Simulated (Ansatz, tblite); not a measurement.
**The cluster B4P4−: rung by rung**

One table from this session's results is given with a row withheld; the runs are named, their logs left out.

Computed with Ansatz 0.2.0, Gaussian basis. Level: as each input shows.

The runs, in order: GFN1-xTB, GFN2-xTB, PBE-D4/def2-TZVPD, r2SCAN-D4/def2-TZVPD, B2PLYP/def2-TZVPD, HF/def2-TZVPD, LC-ωPBE(0.10)/def2-SVPD, LC-ωPBE(0.15)/def2-SVPD, LC-ωPBE(0.20)/def2-SVPD, LC-ωPBE(0.30)/def2-SVPD, PBE-D4/def2-SVPD, PBE0-D4/def2-SVPD, HF/6-31G, B3LYP-D4/6-31G, CCSD(T)/def2-SVPD, MP2/def2-TZVPD, RPA/def2-TZVPD.

6 further runs of the same task are left out: 4 that didn't finish, 2 set aside as unsound or not needed. Runs told in other sessions of the task aren't counted.

## The relaxed structure

The geometry is that of the doublet, from an earlier relaxation (B3LYP-D4/def2-SVPD). At that level it is the lowest of the isomers that a small search found.

8 atoms, charge -1, spin multiplicity 2.

Bond lengths: B1–B3 1.869 Å, B1–B4 1.869 Å, B1–P5 1.806 Å, B1–P8 1.806 Å, B2–B3 1.870 Å, B2–B4 1.870 Å, B2–P6 1.805 Å, B2–P7 1.805 Å, B3–P5 1.883 Å, B3–P7 1.883 Å, B4–P6 1.883 Å, B4–P8 1.883 Å. Angles: B3–B1–B4 64.0°, B3–B1–P5 61.6°, B3–B1–P8 125.6°, B4–B1–P5 125.6°, B4–B1–P8 61.6°, P5–B1–P8 172.7°, B3–B2–B4 64.0°, B3–B2–P6 125.6°, B3–B2–P7 61.6°, B4–B2–P6 61.6°, B4–B2–P7 125.6°, P6–B2–P7 172.8°, B1–B3–B2 116.0°, B1–B3–P5 57.5°, B1–B3–P7 173.5°, B2–B3–P5 173.5° and more.

As a file:

```xyz
8

B    -1.1004    1.1396   -0.0530
B     1.1010   -1.1402    0.0529
B     0.7128    0.6871   -0.0290
B    -0.7130   -0.6869    0.0291
P     0.1171    2.4713   -0.1186
P    -0.1172   -2.4718    0.1009
P     2.4765    0.0285    0.0127
P    -2.4769   -0.0276    0.0051
```

The ion is computed in the gas phase, without counter-ions or solvent.

PBE0-D4/def2-TZVPD was run before; its log isn't repeated, and its numbers join the tables.

Set-up of the first run:

Tight binding, by tblite at 300 K electronic temperature and without a spin-polarisation term:

```python
tblite.interface.Calculator('GFN1-xTB', numbers, positions, charge=-1, uhf=1).singlepoint()
```

Tight binding, by tblite at 300 K electronic temperature and without a spin-polarisation term:

```python
tblite.interface.Calculator('GFN2-xTB', numbers, positions, charge=-1, uhf=1).singlepoint()
```

start.molden holds the orbitals of an earlier run on this state, given as this run's starting guess.

The input, in.yaml:

```yaml
crystal:
  periodic: [false, false, false]
  atoms:
    - {symbol: B, position_ang: [-1.100397, 1.139587, -0.053006]}
    - {symbol: B, position_ang: [1.100980, -1.140172, 0.052934]}
    - {symbol: B, position_ang: [0.712822, 0.687080, -0.029021]}
    - {symbol: B, position_ang: [-0.713037, -0.686905, 0.029124]}
    - {symbol: P, position_ang: [0.117135, 2.471306, -0.118612]}
    - {symbol: P, position_ang: [-0.117197, -2.471832, 0.100864]}
    - {symbol: P, position_ang: [2.476538, 0.028500, 0.012663]}
    - {symbol: P, position_ang: [-2.476852, -0.027563, 0.005063]}
basis:
  gaussian: {orbitals: def2-TZVPD, initial_orbitals: start.molden}
total_charge: -1
magnetization: {spin_polarized: true, initial_magnetization: 1}
hamiltonian: {xc: pbe, dispersion: d4}
scf: {omitted_lower_state_checks: [starts]}
output: {orbitals: {seedname: orbitals}}
```

On the command line:

```sh
$ ansatz run in.yaml --threads 4 --pin off --events-out ev --progress --plain --max-ram 4787MiB
```

Among the steps run: PBE-D4/def2-TZVPD; r2SCAN-D4/def2-TZVPD; B2PLYP/def2-TZVPD; HF/def2-TZVPD; LC-ωPBE(0.10)/def2-SVPD; LC-ωPBE(0.15)/def2-SVPD; LC-ωPBE(0.20)/def2-SVPD; LC-ωPBE(0.30)/def2-SVPD; PBE-D4/def2-SVPD; PBE0-D4/def2-SVPD; HF/6-31G; B3LYP-D4/6-31G; CCSD(T)/def2-SVPD; MP2/def2-TZVPD; RPA/def2-TZVPD.

One table of the session follows, with a row left open; its other results are not shown here.

| level | HOMO (eV) | LUMO (eV) | gap (eV) |
| --- | --- | --- | --- |
| HF/6-31G | -3.57 | 3.14 | 6.71 |
| HF/def2-TZVPD | -3.46 | 3.06 | 6.52 |
| PBE-D4/def2-SVPD | -0.94 | -0.43 | 0.51 |
| PBE-D4/def2-TZVPD | -0.98 | -0.47 | 0.51 |
| r2SCAN-D4/def2-TZVPD | -1.25 | -0.43 | 0.82 |
| B3LYP-D4/6-31G | -1.43 | 0.12 | 1.54 |
| PBE0-D4/def2-SVPD | -1.82 | 0.11 | 1.93 |
| PBE0-D4/def2-TZVPD | -1.85 | 0.08 | 1.93 |
| LC-ωPBE(0.10)/def2-SVPD | -2.32 | 0.83 | 3.15 |
| LC-ωPBE(0.15)/def2-SVPD | ? | ? | ? |
| LC-ωPBE(0.20)/def2-SVPD | -3.17 | 1.38 | 4.55 |
| LC-ωPBE(0.30)/def2-SVPD | -3.73 | 1.60 | 5.33 |

Q: Estimate the row for LC-ωPBE(0.15)/def2-SVPD from the others.

**Answer.** HOMO (eV): -2.80; LUMO (eV): 1.17; gap (eV): 3.97. In the column «HOMO (eV)» it lies between LC-ωPBE(0.20)/def2-SVPD (-3.17) and LC-ωPBE(0.10)/def2-SVPD (-2.32).

Caveats from the session: Notes on CCSD(T)/def2-SVPD: spin contamination.
